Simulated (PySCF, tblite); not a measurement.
**C₃H₇BO₃: dynamics, then NMR shifts on frames, part 1 of 2**

How do NMR shifts of C₃H₇BO₃ (`C[C@H]1COB(O)O1`) change as the atoms move?

The runs use tblite 0.8.0 and PySCF 2.14.0, with density-fitted response routines of our own; the level of theory stands in each step. All values are computed, except where a source is named. Atoms count from 0, in the outputs and in this text.

## Step 1: Starting geometry

14 atoms, charge 0, multiplicity 1; geometry from: GFN2-xTB.

Bonds of the start (Å): C0–C1 1.52, C1–C2 1.55, C2–O3 1.41, O3–B4 1.38, B4–O5 1.34, B4–O6 1.37, O6–C1 1.42, C0–H7 1.09, C0–H8 1.09, C0–H9 1.09, C1–H10 1.10, C2–H11 1.09, C2–H12 1.09, O5–H13 0.96.

## Step 2: A short Langevin run with GFN2-xTB

Job settings and geometry (Å):

```
{"job": {"kind": "md", "xc": "GFN2-xTB", "basis": "xTB", "temperature": 200, "steps": 2000, "every": 50, "frames": 5}, "charge": 0, "multiplicity": 1}
C     -1.721425    -0.628143     0.331092
C     -0.693220     0.423175    -0.069228
C      0.437090     0.597703     0.982049
O      1.630691     0.257680     0.311709
B      1.317189    -0.068537    -0.996011
O      2.220500    -0.440227    -1.916370
O     -0.020067     0.033689    -1.254814
H     -1.227367    -1.577680     0.522555
H     -2.248865    -0.306238     1.225255
H     -2.436255    -0.765710    -0.475168
H     -1.195687     1.377453    -0.271659
H      0.513910     1.627351     1.343417
H      0.303608    -0.075791     1.834344
H      3.119221    -0.455198    -1.589338
```

Method: GFN2-xTB Langevin dynamics, gas phase.

Run with:

```sh
> OMP_NUM_THREADS=1 python probes_run.py task.json out
```

This one command runs all jobs of the session in turn.

The log of the run:

```text
t/fs     T/K      E/eV
    0.0   154.9   -640.96775
   25.0    97.3   -640.73526
   50.0   136.6   -640.76517
   75.0   227.2   -640.78166
  100.0   105.0   -640.59281
  125.0   157.0   -640.71267
  150.0   176.0   -640.73117
  175.0   100.2   -640.67201
  200.0   125.3   -640.74316
  225.0   187.5   -640.79710
  250.0   169.6   -640.75519
  275.0   123.7   -640.71622
  300.0   123.0   -640.74577
  325.0   148.0   -640.67150
  350.0   164.4   -640.67960
  375.0   156.8   -640.63116
  400.0   193.0   -640.71738
  425.0   189.4   -640.69244
  450.0   207.7   -640.71860
  475.0   182.0   -640.69298
  500.0   149.3   -640.68538
  525.0   142.6   -640.68936
  550.0   146.7   -640.68132
  575.0   134.0   -640.57039
  600.0   189.4   -640.64924
  625.0   181.2   -640.62518
  650.0   185.9   -640.66456
  675.0   171.4   -640.67462
  700.0   126.2   -640.66947
  725.0   192.7   -640.75448
  750.0   148.5   -640.56326
  775.0   161.8   -640.69618
  800.0   232.4   -640.71550
  825.0   163.5   -640.74903
  850.0   170.9   -640.69947
  875.0   116.7   -640.66758
  900.0   175.2   -640.54623
  925.0   202.6   -640.59167
  950.0   223.8   -640.68784
  975.0   190.8   -640.64093
 1000.0   150.7   -640.58250
```

Wall time 8.7 s (1 thread of Arm Neoverse V1, shared host); peak memory 0.18 GiB.

Distance from the start (root mean square after alignment): 0 fs 0.00 Å, 200 fs 0.13 Å, 400 fs 0.11 Å, 600 fs 0.15 Å, 800 fs 0.15 Å, 1000 fs 0.12 Å.

Positions (Å) and forces (eV/Å) at 1000 fs:

```xyz
14

C    -1.624   -0.229    0.785    1.333   -1.307    0.908
C    -0.262    0.347    0.508    1.743    0.016    0.566
C     0.927   -0.015    1.551   -0.948   -0.537   -0.858
O     1.982   -0.537    0.757   -0.285    0.175    0.587
B     1.563   -0.595   -0.557    0.665    0.118    0.656
O     2.374   -1.021   -1.524   -1.083    0.252   -1.008
O     0.323   -0.113   -0.706   -1.518    0.787   -0.647
H    -1.551   -1.312    0.882   -0.058   -0.058    0.425
H    -1.939    0.260    1.687   -0.567   -0.154    0.363
H    -2.265   -0.079   -0.018   -1.096    0.678   -1.257
H    -0.445    1.438    0.572    0.672   -0.086   -0.752
H     1.266    0.899    2.023    0.038   -0.149    0.449
H     0.606   -0.841    2.215    0.112    0.672    0.109
H     3.158   -1.450   -1.257    0.991   -0.405    0.461
```

## Step 3: Nuclear shieldings: 250 fs, PBE0/pcSseg-1

Job settings and geometry (Å):

```
{"job": {"kind": "nmr", "xc": "PBE0", "basis": "pcSseg-1", "pop": false}, "charge": 0, "multiplicity": 1}
C     -1.708700    -0.710500     0.217800
C     -0.665700     0.282900    -0.222300
C      0.424800     0.560000     0.884200
O      1.518100    -0.232700     0.502300
B      1.362400    -0.557800    -0.816000
O      2.217100    -1.228700    -1.617800
O      0.158000    -0.182400    -1.317300
H     -1.271700    -1.632700     0.614700
H     -2.306600    -0.161300     0.944300
H     -2.338000    -1.008700    -0.682000
H     -1.160000     1.170800    -0.597700
H      0.759700     1.601100     0.864900
H      0.109700     0.272000     1.918800
H      3.079900    -1.387800    -1.253900
```

With the program's defaults for keys left out, this is: GIAO PBE0/pcSseg-1 NMR shielding, non-relativistic, gas phase.

The log of the run:

```text
coarse grid: 11944 points
cycle   1  E = -368.5079970513  dE =  1.124e+00  |g| = 9.623e-01  |ddm| = 3.201e+00
cycle   2  E = -368.3650318794  dE =  1.430e-01  |g| = 1.329e+00  |ddm| = 1.464e+00
cycle   3  E = -368.6715596072  dE = -3.065e-01  |g| = 8.535e-02  |ddm| = 9.302e-01
cycle   4  E = -368.6726982597  dE = -1.139e-03  |g| = 4.603e-02  |ddm| = 8.090e-02
cycle   5  E = -368.6730995004  dE = -4.012e-04  |g| = 1.180e-02  |ddm| = 3.522e-02
cycle   6  E = -368.6731214213  dE = -2.192e-05  |g| = 3.922e-03  |ddm| = 9.253e-03
cycle   7  E = -368.6731244623  dE = -3.041e-06  |g| = 4.322e-04  |ddm| = 2.754e-03
final grid: 116064 points
cycle   8  E = -368.7450740210  dE = -3.352e-05  |g| = 1.221e-02  |ddm| = 2.178e-02
cycle   9  E = -368.7450464637  dE =  2.756e-05  |g| = 1.745e-02  |ddm| = 1.740e-02
cycle  10  E = -368.7451014146  dE = -5.495e-05  |g| = 8.712e-04  |ddm| = 1.056e-02
cycle  11  E = -368.7451015638  dE = -1.492e-07  |g| = 2.651e-04  |ddm| = 7.997e-04
cycle  12  E = -368.7451015748  dE = -1.102e-08  |g| = 9.546e-05  |ddm| = 1.907e-04
cycle  13  E = -368.7451015764  dE = -1.570e-09  |g| = 2.402e-05  |ddm| = 7.058e-05
cycle  14  E = -368.7451015765  dE = -1.080e-10  |g| = 7.077e-06  |ddm| = 2.153e-05
converged SCF energy = -368.7451015765

GIAO shielding tensors (ppm)
atom      isotropic    diamagn.    paramagn.     s11        s22        s33       span
  0 C      159.595     248.796     -89.201    141.704    158.086    178.994     37.290
  1 C      105.685     247.251    -141.566     71.734     94.530    150.790     79.056
  2 C      109.513     247.346    -137.834     79.667    105.762    143.109     63.442
  3 O      249.720     394.703    -144.983    145.210    265.522    338.427    193.217
  4 B       78.640     199.889    -121.249     70.737     73.528     91.655     20.918
  5 O      272.729     384.160    -111.431    198.237    303.780    316.171    117.935
  6 O      205.292     394.642    -189.350    122.803    226.926    266.146    143.343
  7 H       29.969      30.174      -0.204     26.412     29.231     34.266      7.854
  8 H       30.558      29.437       1.121     26.731     27.953     36.990     10.258
  9 H       28.857      27.642       1.215     24.922     26.719     34.931     10.009
 10 H       27.220      31.779      -4.559     23.350     27.045     31.264      7.914
 11 H       27.147      30.501      -3.354     22.688     26.067     32.687      9.999
 12 H       27.273      29.941      -2.668     23.752     26.396     31.671      7.920
 13 H       28.809      30.684      -1.874     21.523     24.186     40.719     19.196
```

Wall time 16 s (1 thread of Arm Neoverse V1, shared host); peak memory 0.71 GiB.

The references, computed at this level on geometries of the same kind, shield at (ppm): 1H TMS 31.72, 13C TMS 186.9, 17O H2O 336.1, 11B BF3·OEt2 100.1. Their shielding less the atom's gives the shift. The references are single molecules in the gas phase, so shifts against H2O, NH3, PH3, H3PO4 or CFCl3 are not on the usual liquid scales and can be off by tens of ppm. Each atom is listed at this fixed geometry, with no averaging over motion; a spectrum would average atoms that exchange fast.

```tsv
atoms	environment	σ (ppm)	δ (ppm)
C1	sp3 CH bonded to O	105.7	81.2
C2	sp3 CH2 bonded to O	109.5	77.4
C0	methyl carbon	159.6	27.3
H11	hydrogen on an sp3 CH2 bonded to O	27.15	4.57
H10	hydrogen on an sp3 CH bonded to O	27.22	4.50
H12	hydrogen on an sp3 CH2 bonded to O	27.27	4.44
H13	hydrogen on an oxygen bonded to B	28.81	2.91
H9	hydrogen on a methyl carbon	28.86	2.86
H7	hydrogen on a methyl carbon	29.97	1.75
H8	hydrogen on a methyl carbon	30.56	1.16
O6	oxygen bonded to C, B, in a 5-membered ring	205.3	130.8
O3	oxygen bonded to C, B, in a 5-membered ring	249.7	86.4
O5	oxygen bonded to B, H	272.7	63.3
B4	boron bonded to 3 O, in a 5-membered ring	78.6	21.4
```

Ring of atoms C1, C2, O3, B4, O6: NICS(0) -6.4, NICS(1) -2.5, NICS(1)zz -4.1 ppm (means of both faces).

## Step 4: Shielding tensors: 425 fs, PBE0/pcSseg-1

Job settings and geometry (Å):

```
{"job": {"kind": "nmr", "xc": "PBE0", "basis": "pcSseg-1", "pop": false}, "charge": 0, "multiplicity": 1}
C     -1.767200    -0.547800    -0.080500
C     -0.459600     0.281000    -0.170300
C      0.432100     0.246500     1.060600
O      1.653700    -0.309700     0.630900
B      1.526400    -0.689500    -0.725100
O      2.482400    -1.403700    -1.363800
O      0.324800    -0.274800    -1.209500
H     -1.571100    -1.579400     0.024800
H     -2.328800    -0.231000     0.825200
H     -2.329500    -0.391900    -1.035400
H     -0.726500     1.342200    -0.463100
H      0.592300     1.234700     1.570300
H      0.067600    -0.448800     1.853300
H      3.013800    -1.900100    -0.729700
```

With the program's defaults for keys left out, this is: GIAO PBE0/pcSseg-1 NMR shielding, non-relativistic, gas phase.

The log of the run:

```text
coarse grid: 11944 points
cycle   1  E = -368.5060803669  dE =  1.075e+00  |g| = 9.566e-01  |ddm| = 3.188e+00
cycle   2  E = -368.3688370532  dE =  1.372e-01  |g| = 1.314e+00  |ddm| = 1.387e+00
cycle   3  E = -368.6680638830  dE = -2.992e-01  |g| = 7.106e-02  |ddm| = 8.645e-01
cycle   4  E = -368.6689076286  dE = -8.437e-04  |g| = 3.469e-02  |ddm| = 6.681e-02
cycle   5  E = -368.6691721598  dE = -2.645e-04  |g| = 8.046e-03  |ddm| = 2.839e-02
cycle   6  E = -368.6691816036  dE = -9.444e-06  |g| = 3.267e-03  |ddm| = 6.010e-03
cycle   7  E = -368.6691834874  dE = -1.884e-06  |g| = 5.109e-04  |ddm| = 2.183e-03
final grid: 116064 points
cycle   8  E = -368.7401285608  dE = -3.050e-05  |g| = 1.181e-02  |ddm| = 2.095e-02
cycle   9  E = -368.7401043417  dE =  2.422e-05  |g| = 1.663e-02  |ddm| = 1.610e-02
cycle  10  E = -368.7401539860  dE = -4.964e-05  |g| = 7.899e-04  |ddm| = 9.686e-03
cycle  11  E = -368.7401541111  dE = -1.252e-07  |g| = 2.243e-04  |ddm| = 6.913e-04
cycle  12  E = -368.7401541197  dE = -8.521e-09  |g| = 8.891e-05  |ddm| = 1.757e-04
cycle  13  E = -368.7401541210  dE = -1.328e-09  |g| = 2.062e-05  |ddm| = 5.677e-05
cycle  14  E = -368.7401541211  dE = -8.220e-11  |g| = 4.596e-06  |ddm| = 1.757e-05
converged SCF energy = -368.7401541211

GIAO shielding tensors (ppm)
atom      isotropic    diamagn.    paramagn.     s11        s22        s33       span
  0 C      157.237     247.855     -90.619    142.046    147.855    181.810     39.764
  1 C      107.361     245.966    -138.605     74.922     96.081    151.081     76.159
  2 C      112.312     246.866    -134.554     86.823     99.756    150.357     63.534
  3 O      227.344     395.451    -168.107    118.216    233.378    330.438    212.222
  4 B       77.099     200.270    -123.171     64.755     72.068     94.474     29.719
  5 O      268.416     385.106    -116.690    195.037    296.370    313.840    118.803
  6 O      211.930     394.464    -182.534    117.684    244.981    273.124    155.440
  7 H       31.218      31.422      -0.203     28.073     30.125     35.457      7.384
  8 H       30.226      28.939       1.287     26.500     27.822     36.355      9.856
  9 H       29.004      28.034       0.970     25.029     26.849     35.134     10.105
 10 H       26.254      30.198      -3.944     23.402     24.468     30.893      7.491
 11 H       26.745      29.226      -2.481     23.162     25.534     31.540      8.378
 12 H       27.291      30.569      -3.278     23.418     26.593     31.864      8.446
 13 H       28.299      30.209      -1.910     20.883     24.931     39.083     18.201
```

Wall time 16 s (1 thread of Arm Neoverse V1, shared host); peak memory 0.77 GiB.

Key values: δ C1 79.6, C2 74.6, C0 29.7, O6 124.1, H10 5.46, H11 4.97 ppm.

(Continued in part 2 of 2.)
